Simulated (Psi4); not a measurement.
**SnH4 (SMILES [SnH4]) at HF/3-21G**

Aim: the vertical singlet–triplet gap of SnH4 at HF/3-21G, from 2 runs. 

The calculation is run with Psi4 1.11.

8 further runs of the same task are left out: 7 that didn't finish, 1 set aside as unsound or not needed.

## (1) The system as given

The species is SnH4 (5 atoms), meant as a singlet with charge 0. As SMILES, `[SnH4]`. The coordinates come from a PBE0-D4/def2-TZVP relaxation.

Bond lengths: Sn1–H2 1.704 Å, Sn1–H3 1.704 Å, Sn1–H4 1.704 Å, Sn1–H5 1.704 Å. Angles: H2–Sn1–H3 109.5°, H2–Sn1–H4 109.5°, H2–Sn1–H5 109.5°, H3–Sn1–H4 109.5°, H3–Sn1–H5 109.5°, H4–Sn1–H5 109.5°.

## (2) Energy and gradient at HF/3-21G

Input file job.json:

```json
{
  "schema_name": "qcschema_input",
  "schema_version": 1,
  "molecule": {
    "schema_name": "qcschema_molecule",
    "schema_version": 2,
    "symbols": ["Sn", "H", "H", "H", "H"],
    "geometry": [5.669e-05, 1.89e-05, 7.559e-05, 1.55698315, -1.61284345, 2.31102167, -2.95479467, 0.76235331, 1.02638585, -0.22073891, -1.84174598, -2.63142473, 1.61849373, 2.69217943, -0.70607727],
    "molecular_charge": 0,
    "molecular_multiplicity": 1,
    "fix_symmetry": "c1",
    "fix_com": true,
    "fix_orientation": true
  },
  "driver": "gradient",
  "model": {
    "method": "hf",
    "basis": "3-21G"
  },
  "keywords": {
    "puream": true,
    "e_convergence": 1e-09,
    "d_convergence": 1e-08,
    "scf_type": "pk",
    "scf_properties": ["WIBERG_LOWDIN_INDICES", "DIPOLE", "LOWDIN_CHARGES"]
  }
}
```

Run with:

```bash
psi4 --qcschema job.json -n 1 --memory 2200MB
```

stdout:

```text
[...]
  Running in c1 symmetry.
[...]
  Nuclear repulsion =   63.261112152253922
[...]
  Multiplicity = 1
[...]
  Nalpha       = 27
  Nbeta        = 27
[...]
    Number of basis functions: 39
[...]
   @RHF iter   1: -5998.25772030190910   -3.10636e+00   1.48680e-02 ADIIS/DIIS
[...]
   @RHF iter   8: -5998.54646537259759   -8.18545e-12   1.85343e-09 DIIS
[...]
    Orbital Energies [Eh]
    ---------------------
    Doubly Occupied:
       1A   -1034.865908     2A   -156.212210     3A   -145.357306
       4A   -145.357306     5A   -145.357306     6A    -31.523824
       7A    -26.898695     8A    -26.898694     9A    -26.898693
      10A    -19.064575    11A    -19.064575    12A    -19.064574
      13A    -19.064328    14A    -19.064326    15A     -5.539686
      16A     -3.923168    17A     -3.923167    18A     -3.923166
      19A     -1.410061    20A     -1.410060    21A     -1.410059
      22A     -1.405237    23A     -1.405234    24A     -0.667461
      25A     -0.446672    26A     -0.446657    27A     -0.446618
[...]
  @RHF Final Energy: -5998.54646537259759
   => Energetics <=
    Nuclear Repulsion Energy =             63.2611121522539221
    One-Electron Energy =               -8401.5160228236618423
    Two-Electron Energy =                2339.7084452988106023
    Total Energy =                      -5998.5464653725975950
[...]
 Multipole Moments:
 ------------------------------------------------------------------------------------
     Multipole            Electronic (a.u.)      Nuclear  (a.u.)        Total (a.u.)
 ------------------------------------------------------------------------------------
 L = 1.  Multiply by 2.5417464519 to convert [e a0] to [Debye]
 Dipole X            :         -0.0026828            0.0027778            0.0000950
 Dipole Y            :         -0.0008425            0.0008883            0.0000458
 Dipole Z            :         -0.0035503            0.0036850            0.0001347
 Magnitude           :                                                    0.0001711
[...]
  -Total Gradient:
     Atom            X                  Y                   Z
    ------   -----------------  -----------------  -----------------
       1        0.000000836840     0.000002627718     0.000003632497
       2       -0.004907165712     0.005091525018    -0.007302885807
       3        0.009331341537    -0.002407853975    -0.003257148749
       4        0.000687094266     0.005814527209     0.008319072689
       5       -0.005112106931    -0.008500825969     0.002237329370
[...]
```

The result, in JSON:

```text
{
 "driver": "gradient",
 "model": {
  "method": "hf",
  "basis": "3-21G"
 },
 "success": true,
 "return_result": [8.368404106483978e-07, 2.6277175605347544e-06, 3.632497228383367e-06, -0.004907165712053893, 0.005091525017919846, -0.007302885806874521, 0.009331341536756577, -0.002407853974881649, -0.0032571487491987114, 0.0006870942664236948, 0.005814527208530984, 0.00831907268908516, -0.005112106931499882, -0.008500825969137815, 0.002237329369693959],
 "properties": {
  "calcinfo_nbasis": 39,
  "calcinfo_nmo": 39,
  "calcinfo_nalpha": 27,
  "calcinfo_nbeta": 27,
  "calcinfo_natom": 5,
  "nuclear_repulsion_energy": 63.26111215225392,
  "return_energy": -5998.546465372598,
  "return_gradient": [8.368404106483978e-07, 2.6277175605347544e-06, 3.632497228383367e-06, -0.004907165712053893, 0.005091525017919846, -0.007302885806874521, 0.009331341536756577, -0.002407853974881649, -0.0032571487491987114, 0.0006870942664236948, 0.005814527208530984, 0.00831907268908516, -0.005112106931499882, -0.008500825969137815, 0.002237329369693959],
  "scf_one_electron_energy": -8401.516022823662,
  "scf_two_electron_energy": 2339.7084452988106,
  "scf_dipole_moment": [9.503397356233623e-05, 4.584623829075041e-05, 0.00013470220510081177],
  "scf_total_energy": -5998.546465372598,
  "scf_total_gradient": [8.368404106483978e-07, 2.6277175605347544e-06, 3.632497228383367e-06, -0.004907165712053893, 0.005091525017919846, -0.007302885806874521, 0.009331341536756577, -0.002407853974881649, -0.0032571487491987114, 0.0006870942664236948, 0.005814527208530984, 0.00831907268908516, -0.005112106931499882, -0.008500825969137815, 0.002237329369693959],
  "scf_iterations": 8
 }
}
```

Wall time 5.1 s (1 thread of Intel Xeon at 2.50GHz (Skylake/Cascade Lake), shared host); peak memory 0.19 GiB.

## (3) The triplet: the energy at UHF/3-21G

Input file job.inp:

```
memory 2200 MB

molecule geom {
  0 3
  Sn     0.000030     0.000010     0.000040
  H      0.823920    -0.853480     1.222940
  H     -1.563610     0.403420     0.543140
  H     -0.116810    -0.974610    -1.392490
  H      0.856470     1.424640    -0.373640
  symmetry c1
  no_reorient
  no_com
}

set globals {
  basis 3-21G
  reference uhf
  puream true
  e_convergence 1e-09
  d_convergence 1e-08
  scf_type pk
  maxiter 100
}

E, wfn = energy("scf", return_wfn=True)
oeprop(wfn, "MULLIKEN_CHARGES", "WIBERG_LOWDIN_INDICES", "MAYER_INDICES", title="SCF")
print_variables()
```

Run with:

```bash
psi4 -n 1 job.inp job.out
```

job.out:

```text
[...]
  Running in c1 symmetry.
[...]
  Nuclear repulsion =   63.261112158345888
[...]
  Multiplicity = 3
[...]
  Nalpha       = 28
  Nbeta        = 26
[...]
    Number of basis functions: 39
[...]
   @UHF iter   1: -5997.96491133752443   -2.81355e+00   1.35355e-02 ADIIS/DIIS
[...]
   @UHF iter  26: -5998.20737193864989    0.00000e+00   6.34336e-09 DIIS
[...]
   @S^2 Observed:                2.077373084E+00
[...]
    Orbital Energies [Eh]
    ---------------------
    Alpha Occupied:
       1A   -1034.892111     2A   -156.238523     3A   -145.384841
       4A   -145.383267     5A   -145.383267     6A    -31.550278
       7A    -26.927735     8A    -26.924319     9A    -26.924317
      10A    -19.092058    11A    -19.091830    12A    -19.091828
      13A    -19.091250    14A    -19.089747    15A     -5.567867
      16A     -3.956594    17A     -3.949983    18A     -3.949981
      19A     -1.441126    20A     -1.441122    21A     -1.440367
      22A     -1.436904    23A     -1.429729    24A     -0.726749
      25A     -0.531348    26A     -0.529826    27A     -0.529782
      28A     -0.091642
    Alpha Virtual:
[...]
  @UHF Final Energy: -5998.20737193864989
   => Energetics <=
    Nuclear Repulsion Energy =             63.2611121583458882
    One-Electron Energy =               -8399.7637262634798390
    Two-Electron Energy =                2338.2952421664849680
    Total Energy =                      -5998.2073719386498851
  UHF NO Occupations:
  HONO-2 :   26  A 1.9843138
  HONO-1 :   27  A 1.0000000
[...]
 Multipole Moments:
 ------------------------------------------------------------------------------------
     Multipole            Electronic (a.u.)      Nuclear  (a.u.)        Total (a.u.)
 ------------------------------------------------------------------------------------
 L = 1.  Multiply by 2.5417464519 to convert [e a0] to [Debye]
 Dipole X            :         -0.0025833            0.0027779            0.0001946
 Dipole Y            :         -0.0007938            0.0008882            0.0000944
 Dipole Z            :         -0.0031623            0.0036850            0.0005226
 Magnitude           :                                                    0.0005656
[...]
  Mulliken Charges: (a.u.)
   Center  Symbol    Alpha    Beta     Spin     Total
       1    SN    25.08912 24.61201  0.47711  0.29886
       2     H     0.72764  0.34702  0.38062 -0.07465
       3     H     0.72759  0.34717  0.38042 -0.07477
       4     H     0.72779  0.34700  0.38079 -0.07479
       5     H     0.72785  0.34680  0.38106 -0.07465
   Total alpha = 28.00000, Total beta = 26.00000, Total charge = -0.00000
  Mayer Bond Indices:
  Total Bond Index:
[...]
```

Wall time 4.2 s (1 thread of Intel Xeon at 2.50GHz (Skylake/Cascade Lake), shared host); peak memory 0.18 GiB.

## (4) Summary of results

At HF/3-21G:

| quantity | value |
| --- | --- |
| singlet: total energy | -5998.54647 Eh |
| singlet: dipole moment | 0.00 D |
| singlet: HOMO energy | -12.15 eV |
| singlet: LUMO energy | 4.16 eV |
| singlet: HOMO–LUMO gap | 16.31 eV |
| singlet: largest force on an atom | 0.523 eV/Å |
| triplet: total energy | -5998.20737 Eh |
| triplet: dipole moment | 0.00 D |
| triplet: HOMO energy (highest over α and β) | -2.49 eV |
| triplet: ⟨S²⟩ | 2.077 |
| vertical energy of the triplet above the singlet | 9.227 eV |

At this shape the triplet lies 9.23 eV (890 kJ/mol) above the singlet. The largest force (singlet) is 0.52 eV/Å: the shape isn't a stationary point for this species at this level. Relativity is left out (singlet) although the molecule holds a heavy atom. Mulliken charges (triplet) run from -0.07 on H4 to +0.30 on Sn1; they depend strongly on the basis. Relativity is left out (triplet) although the molecule holds a heavy atom.
